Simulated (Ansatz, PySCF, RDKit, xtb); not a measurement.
# Si3N2H10O: ranking a sample of isomers

Which of a sample of isomers of Si3N2H10O is the most stable in the gas at 298.15 K, and what are its properties? The sample is small against all isomers, and the most stable one of this formula need not be in it.

Plan: many cheap relaxations first (GFN2-xTB), then density-functional screening, relaxation at PBE-D3(BJ)/def2-SVP, vibrations (at GFN2-xTB) and a final energy. The numbers are computed, not measured.

### Step 1. Drawing up candidates

Isomers were taken from a list of plausible structures; this is a sample, not all of them. That gives 5 candidates.

```csv
label,SMILES,spin
c240,N[SiH2]O[SiH2]N[SiH3],singlet
c298,N[SiH2][Si@H](N)O[SiH3],singlet
c383,N[Si](N)([SiH3])O[SiH3],singlet
c516,N[SiH2]N([SiH3])[SiH2]O,singlet
c803,N[SiH2][SiH](O)[SiH2]N,singlet
```

Candidates are built by distance geometry, with a force field where one applies, in up to four conformers (letters a to d).

**Question.** With final energies at CCSD(T)/def2-SVP + MP2/def2-TZVPP - MP2/def2-SVP, which structure will this search put lowest in free energy, and by what margin?

| quantity | value |
| --- | --- |
| lowest structure found | N[SiH2]O[SiH2]N[SiH3], singlet |
| next finalist | N[SiH2]N([SiH3])[SiH2]O, singlet, 12.9 kcal/mol higher in G |
| share at equilibrium, among the finalists | 100.0 % |
| dipole moment (PBE0/def2-SVPD) | 1.47 D |
| HOMO energy (PBE0/def2-SVPD) | -7.70 eV |
| LUMO energy (PBE0/def2-SVPD) | -0.05 eV |
| HOMO–LUMO gap (PBE0/def2-SVPD) | 7.65 eV |
| lowest excitation (TD-PBE0/def2-SVPD) | 6.36 eV (f = 0.020) |
| strongest of the states computed, same level | 6.59 eV (f = 0.040) |
| lowest triplet excitation, same level, Tamm-Dancoff | 6.02 eV |
| vertical ionisation energy | 9.40 eV |
| vertical electron affinity | -1.16 eV (unbound: the value depends on the basis) |
| vertical triplet less singlet | +5.97 eV |

The lowest structure found is `N[SiH2]O[SiH2]N[SiH3]`. The margin of 12.9 kcal/mol over the next finalist is beyond the usual error of the last level; it says nothing of structures that weren't ranked. GFN2-xTB, HF/STO-3G, r2SCAN-D4/def2-SVP, PBE-D3(BJ)/def2-SVP, HF/def2-SVP and MP2/def2-SVP already put its bonding pattern lowest among the structures in one piece. 5 minima inside the window were never screened. The search is not exhaustive (a finite list of starts, one conformer a finalist), so a lower isomer can't be ruled out. Only 5 drawn patterns were tried, so whole families of isomers are missing, and the result ranks this sample alone. The lowest isomer need not be the one that is made and kept in a bottle, which depends on barriers.
